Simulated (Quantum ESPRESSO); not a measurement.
A run of Quantum ESPRESSO 7.5:

The input pw.in:

```
&CONTROL
  calculation = 'scf'
  prefix = 'pwscf'
  outdir = './tmp'
  pseudo_dir = './pseudo'
  tprnfor = .true.
  tstress = .true.
  disk_io = 'nowf'
/
&SYSTEM
  ibrav = 0
  nat = 2
  ntyp = 2
  ecutwfc = 55
  ecutrho = 440
  nbnd = 21
  occupations = 'smearing'
  smearing = 'fd'
  degauss = 0.00367493
/
&ELECTRONS
  conv_thr = 4d-10
  electron_maxstep = 120
  mixing_beta = 0.5
/
ATOMIC_SPECIES
Ge    72.6300 ge_pbe_v1.4.uspp.F.UPF
W    183.8400 W_pbe_v1.2.uspp.F.UPF
CELL_PARAMETERS angstrom
   0.0000000000    2.5776100000    2.5776100000
   2.5776100000    0.0000000000    2.5776100000
   2.5776100000    2.5776100000    0.0000000000
ATOMIC_POSITIONS crystal
Ge     0.5060030000    0.4819250000    0.5102550000
W      0.0156990000   -0.0012210000   -0.0085860000
K_POINTS automatic
9 9 9 0 0 0
```

Potentials or basis: SSSP 1.3 efficiency PBE.

Run with:

```bash
$ OMP_NUM_THREADS=1 pw.x -in pw.in > pw.out
```

Hardware: 1 thread of Intel(R) Xeon(R) Platinum 8175M CPU @ 2.50GHz (Skylake/Cascade Lake) (shared host).

Q: How long does it take, and how much memory?

A: Wall time 5 min on 1 thread of Intel(R) Xeon(R) Platinum 8175M CPU @ 2.50GHz (Skylake/Cascade Lake), on a shared host, peak memory 0.47 GiB. Counts: scf iterations 9, k pools 1, bands 21, k points 365, g dense 35845.
